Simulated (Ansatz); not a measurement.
CoO, space group I4/mmm, a relaxation driven by ASE

Program: Ansatz 0.2.0 through its Python package.

The script, `run_ase_relax.py`:
```python
"""ASE drives the relaxation of CoO."""

import warnings

import ansatz as az
from ase import Atoms
from ase.calculators.calculator import Calculator, all_changes
from ase.optimize import BFGSLineSearch
import numpy as np


class AnsatzEngine(Calculator):
    implemented_properties = ["energy", "free_energy", "forces"]

    def calculate(self, atoms=None, properties=("energy",), system_changes=all_changes):
        super().calculate(atoms, properties, system_changes)
        bare = self.atoms.copy()
        bare.set_constraint()
        bare.set_momenta(None)
        job = (
            az.Crystal.from_ase(bare).calculation()
            .functional("pbesol")
            .kpoints(6, 6, 6)
            .occupations("fermi_dirac")
            .spin("collinear")
            .mixing("anderson", ndim=6, beta=0.4)
            .scf(tolerance=1e-08)
            .forces()
        )
        report = job.run(threads=1).report
        self.results["energy"] = self.results["free_energy"] = report["lagrangian_ev"]
        self.results["forces"] = np.array(report["forces_ev_ang"])


def main() -> None:
    warnings.simplefilter("ignore")
    atoms = Atoms(
        ["Co", "O"],
        cell=[(-1.508, 1.508, 2.107248), (1.508, -1.508, 2.107248), (1.508, 1.508, -2.107248)],
        scaled_positions=[
            (0.0, 0.0, 0.0),
            (0.5, 0.5, 0.0),
        ],
        pbc=True,
    )
    atoms.set_initial_magnetic_moments([1.8, 0.0])
    atoms.rattle(0.04, seed=8)
    atoms.calc = AnsatzEngine()
    before = atoms.get_potential_energy(), atoms.get_volume()
    optimiser = BFGSLineSearch(atoms, logfile=None)


    def tell():
        fmax = np.linalg.norm(atoms.get_forces(), axis=1).max()
        print(f"step {optimiser.nsteps:2d}  E = {atoms.get_potential_energy():.5f} eV  fmax = {fmax:.4f}  V = {atoms.get_volume():.3f} A^3")


    optimiser.attach(tell)
    met = optimiser.run(fmax=0.02, steps=15)
    print("threshold met:", bool(met), " energy gained:", round(before[0] - atoms.get_potential_energy(), 5), "eV")
    print("cell lengths and angles:", np.round(atoms.cell.cellpar(), 3))
    print(np.round(atoms.get_scaled_positions(), 4))


if __name__ == "__main__":
    main()
```

```console
$ python run_ase_relax.py
step  0  E = -5652.28605 eV  fmax = 0.4702  V = 19.168 A^3
step  1  E = -5652.31176 eV  fmax = 0.1530  V = 19.168 A^3
step  2  E = -5652.31966 eV  fmax = 0.0357  V = 19.168 A^3
step  3  E = -5652.32044 eV  fmax = 0.0132  V = 19.168 A^3
threshold met: True  energy gained: 0.03439 eV
cell lengths and angles: [  2.998   2.998   2.998 119.605 119.605  90.686]
[[4.000e-04 9.933e-01 9.891e-01]
 [4.880e-01 4.939e-01 9.778e-01]]
```

Notes:
- These settings explore the input space; cutoff and mesh may be short of convergence.
- The magnetic order follows from the starting moments and needn't be the lowest.
- The calculator gives ASE the free energy under both names; ASE's own meaning of energy is the limit of zero smearing.
- For a metal this k-point mesh is coarse: on a finer one energies can move by several to tens of meV an atom and pressures by half a GPa or more, differences at one mesh by less.
- With one magnetic atom the cell can hold only ferromagnetic order.
- Without a Hubbard U or exact exchange, semilocal functionals often make such 3d compounds metallic or too weakly gapped.
- The structure is a deposited one; some such entries were measured under pressure or heat, so a shift against it needn't be the functional's error alone.
- Run time: 59 s on 1 thread of Intel(R) Xeon(R) 6975P-C (Granite Rapids) (shared host), peak memory 0.52 GiB.
